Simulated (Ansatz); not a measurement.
**C2H4FGeN: up Jacob's ladder to CCSD(T)**

An exercise on one series of results from a longer session: the logs are not shown, and one member is left open.

The runs use Ansatz 0.2.0, Gaussian basis; functionals in def2-TZVPP, the program's frozen cores in correlated methods.

Plan: LDA (SPW92), PBE-D4, revPBE-D4, BLYP-D4, r2SCAN-D4, B97M-V, PBE0-D4, B3LYP-D4, r2SCANh-D4, r2SCAN0-D4, HSE06-D4, BHLYP-D4, CAM-B3LYP-D4, LC-ωPBE, ωB97X-V, ωB97M-V, B2PLYP, PBE-QIDH; CCSD(T)/def2-SVP; CCSD(T)/def2-TZVPP; MP2/def2-QZVPP; extrapolation to the limit; RPA on PBE.

## Structure used throughout

The geometry comes from an earlier relaxation with PBE0-D4 in a triple-zeta def2 set; it is a stationary point, not always the lowest conformer.

9 atoms, charge 0, spin multiplicity 1.

Atoms are counted from 1 here; the program's logs count them from 0.

Bond lengths: N1–C2 1.151 Å, C2–C3 1.442 Å, C3–Ge4 1.971 Å, C3–H6 1.092 Å, C3–H7 1.092 Å, Ge4–F5 1.741 Å, Ge4–H8 1.531 Å, Ge4–H9 1.531 Å. Angles: N1–C2–C3 177.1°, C2–C3–Ge4 110.3°, C2–C3–H6 110.5°, C2–C3–H7 110.5°, Ge4–C3–H6 108.5°, Ge4–C3–H7 108.5°, H6–C3–H7 108.5°, C3–Ge4–F5 103.7°, C3–Ge4–H8 111.7°, C3–Ge4–H9 111.8°, F5–Ge4–H8 107.1°, F5–Ge4–H9 107.1°, H8–Ge4–H9 114.6°.

Set-up of the first run:

The input, in.yaml:

```yaml
crystal:
  periodic: [false, false, false]
  atoms:
    - {symbol: N, position_ang: [1.390995, -2.231531, 0.866849]}
    - {symbol: C, position_ang: [1.184368, -1.187079, 0.429794]}
    - {symbol: C, position_ang: [0.853586, 0.109033, -0.107655]}
    - {symbol: Ge, position_ang: [-1.098412, 0.378269, -0.092822]}
    - {symbol: F, position_ang: [-1.300291, 1.968326, -0.771453]}
    - {symbol: H, position_ang: [1.208092, 0.197403, -1.136651]}
    - {symbol: H, position_ang: [1.317472, 0.898622, 0.487034]}
    - {symbol: H, position_ang: [-1.813322, -0.603130, -1.025101]}
    - {symbol: H, position_ang: [-1.653986, 0.423787, 1.332904]}
basis:
  gaussian: {orbitals: def2-TZVPP}
hamiltonian: {xc: lda}
output: {orbitals: {seedname: orbitals}}
```

Command:

```bash
ansatz run in.yaml --threads 4 --pin off --events-out ev --progress --plain --max-ram 10444MiB
```

Among the steps run: LDA; PBE-D4 (GGA); revPBE-D4 (GGA); BLYP-D4 (GGA); r2SCAN-D4 (meta-GGA); B97M-V (meta-GGA); PBE0-D4 (hybrid); B3LYP-D4 (hybrid); r2SCANh-D4 (hybrid); r2SCAN0-D4 (hybrid); HSE06-D4 (hybrid); BHLYP-D4 (hybrid); CAM-B3LYP-D4 (range-separated); LC-ωPBE (range-separated); ωB97X-V (range-separated); ωB97M-V (range-separated); B2PLYP (double hybrid); PBE-QIDH (double hybrid).

One of the session's tables, all rows but one given; the rest of the session is left out.

It belongs to the step «Frontier levels by functional». 

| functional | HOMO (eV) | gap (eV) |
| --- | --- | --- |
| LDA (SPW92) | ? | ? |
| PBE-D4 | -7.77 | 6.43 |
| revPBE-D4 | -7.69 | 6.50 |
| BLYP-D4 | -7.63 | 6.39 |
| r2SCAN-D4 | -8.04 | 7.01 |
| B97M-V | -8.07 | 6.97 |
| PBE0-D4 | -9.07 | 8.67 |
| B3LYP-D4 | -8.84 | 8.18 |
| r2SCANh-D4 | -8.53 | 7.82 |
| r2SCAN0-D4 | -9.26 | 9.04 |
| HSE06-D4 | -8.67 | 7.89 |
| BHLYP-D4 | -10.25 | 10.75 |
| CAM-B3LYP-D4 | -10.44 | 11.04 |
| LC-ωPBE | -11.80 | 13.68 |
| ωB97X-V | -11.41 | 13.12 |
| ωB97M-V | -11.28 | 12.76 |

Q: Estimate the row for LDA (SPW92) from the others.

The run gave: HOMO (eV): -7.96; gap (eV): 6.29. In the column «HOMO (eV)» it lies between r2SCAN-D4 (-8.04) and PBE-D4 (-7.77).
